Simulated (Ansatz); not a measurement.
**Sc3Al: a tetragonal deformation path**

Aim: for Sc3Al, look for other minima along a tetragonal path.

Method: DFT r2SCAN, scalar-relativistic, plane waves, PAW, in Ansatz 0.2.0.

1 further run of the same task is left out (set aside as unsound or not needed). Runs told in other sessions of the task aren't counted.

## 1. The system as given

It takes space group Pm-3m (No. 221, cubic). The conventional cell has a = 4.427 Å, b = 4.427 Å, c = 4.427 Å, α = 90.00°, β = 90.00°, γ = 90.00°. Sc (site symmetry 4/mmm) has 8 Sc at 3.13 Å and 4 Al at 3.13 Å in its first shell of neighbours. Al (site symmetry m-3m) is surrounded by 12 Sc at 3.13 Å.

Structure file:

```cif
data_structure
_symmetry_space_group_name_H-M 'Pm-3m'
_symmetry_Int_Tables_number 221
_cell_length_a 4.4269
_cell_length_b 4.4269
_cell_length_c 4.4269
_cell_angle_alpha 90.000
_cell_angle_beta 90.000
_cell_angle_gamma 90.000
_cell_volume 86.76
loop_
_atom_site_label
_atom_site_type_symbol
_atom_site_symmetry_multiplicity
_atom_site_Wyckoff_symbol
_atom_site_fract_x
_atom_site_fract_y
_atom_site_fract_z
_atom_site_occupancy
Sc1 Sc 3 c 0.50000 0.00000 0.50000 1
Al1 Al 1 a 0.00000 0.00000 0.00000 1
```

It goes back to an entry of the Materials Project, which need not be the stable form.

It is the result of an earlier relaxation at this level (volume 21.69 Å³/atom; gap on the mesh: none (metal)).

## 2. The reference: the undisturbed cell on the scan's mesh

input.yaml

```yaml
crystal:
  lattice:
    - [4.4269043408, 0.0, 0.0]
    - [0.0, 4.4269043408, 0.0]
    - [0.0, 0.0, 4.4269043408]
  atoms:
    - { symbol: Sc, position: [0.5, 0.0, 0.5] }
    - { symbol: Sc, position: [0.0, 0.5, 0.5] }
    - { symbol: Sc, position: [0.5, 0.5, 0.0] }
    - { symbol: Al, position: [0.0, 0.0, 0.0] }
basis:
  ecutwfc: 500
kpoints:
  mp_grid: { grid: [12, 12, 12] }
hamiltonian:
  xc: r2scan
scf:
  occupations: { method: gaussian, width: 0.15 }
output:
  forces: true
  stress: true
  eigenvalues: true
```

On the command line:

```console
$ ansatz run input.yaml --threads 1 --pin off --max-ram 2560MiB --backend cpu --events-out ev --progress --plain --runs-dir out
```

## 3. Setting up a tetragonal deformation path

At fixed volume and fractional coordinates, lengths along (0.000, 0.000, 1.000) are scaled against those across it; ρ is that ratio over its starting value.

## 4. Point ρ = 0.707

input.yaml: that of step 2 with these lines changed.

```diff
@@ -2,5 +2,5 @@
   lattice:
-    - [4.4269043408, 0.0, 0.0]
-    - [0.0, 4.4269043408, 0.0]
-    - [0.0, 0.0, 4.4269043408]
+    - [4.9692822661, 0.0, 0.0]
+    - [0.0, 4.9692822661, 0.0]
+    - [0.0, 0.0, 3.5132825621]
   atoms:
```

## 5. ρ = 1.414

input.yaml: that of step 4 with these lines changed.

```diff
@@ -2,5 +2,5 @@
   lattice:
-    - [4.9692822661, 0.0, 0.0]
-    - [0.0, 4.9692822661, 0.0]
-    - [0.0, 0.0, 3.5132825621]
+    - [3.9441219483, 0.0, 0.0]
+    - [0.0, 3.9441219483, 0.0]
+    - [0.0, 0.0, 5.576988435]
   atoms:
```

## 6. ρ = 0.850

input.yaml: that of step 5 with these lines changed.

```diff
@@ -2,5 +2,5 @@
   lattice:
-    - [3.9441219483, 0.0, 0.0]
-    - [0.0, 3.9441219483, 0.0]
-    - [0.0, 0.0, 5.576988435]
+    - [4.6733376746, 0.0, 0.0]
+    - [0.0, 4.6733376746, 0.0]
+    - [0.0, 0.0, 3.9723370234]
   atoms:
@@ -22 +22,5 @@
   eigenvalues: true
+  write_density: true
+  write_potential: true
+  elf: true
+  volumetric_format: npy
```

## 7. ρ = 1.200

input.yaml: that of step 6 with these lines changed.

```diff
@@ -2,5 +2,5 @@
   lattice:
-    - [4.6733376746, 0.0, 0.0]
-    - [0.0, 4.6733376746, 0.0]
-    - [0.0, 0.0, 3.9723370234]
+    - [4.1658764811, 0.0, 0.0]
+    - [0.0, 4.1658764811, 0.0]
+    - [0.0, 0.0, 4.9990517773]
   atoms:
```

## 8. Point ρ = 0.780

input.yaml: that of step 7 with these lines changed.

```diff
@@ -2,5 +2,5 @@
   lattice:
-    - [4.1658764811, 0.0, 0.0]
-    - [0.0, 4.1658764811, 0.0]
-    - [0.0, 0.0, 4.9990517773]
+    - [4.8091531027, 0.0, 0.0]
+    - [0.0, 4.8091531027, 0.0]
+    - [0.0, 0.0, 3.7511394201]
   atoms:
@@ -22,5 +22 @@
   eigenvalues: true
-  write_density: true
-  write_potential: true
-  elf: true
-  volumetric_format: npy
```

(Steps that only read results are left out.)

**Question.** What will these runs give? Wanted: highest point.

The runs gave:

| quantity | value |
| --- | --- |
| highest point | 363.3 meV/atom at ρ = 1.414 |

**Reading.** The undisturbed cell stays the lowest of the sampled points. No further minimum shows among the sampled points.
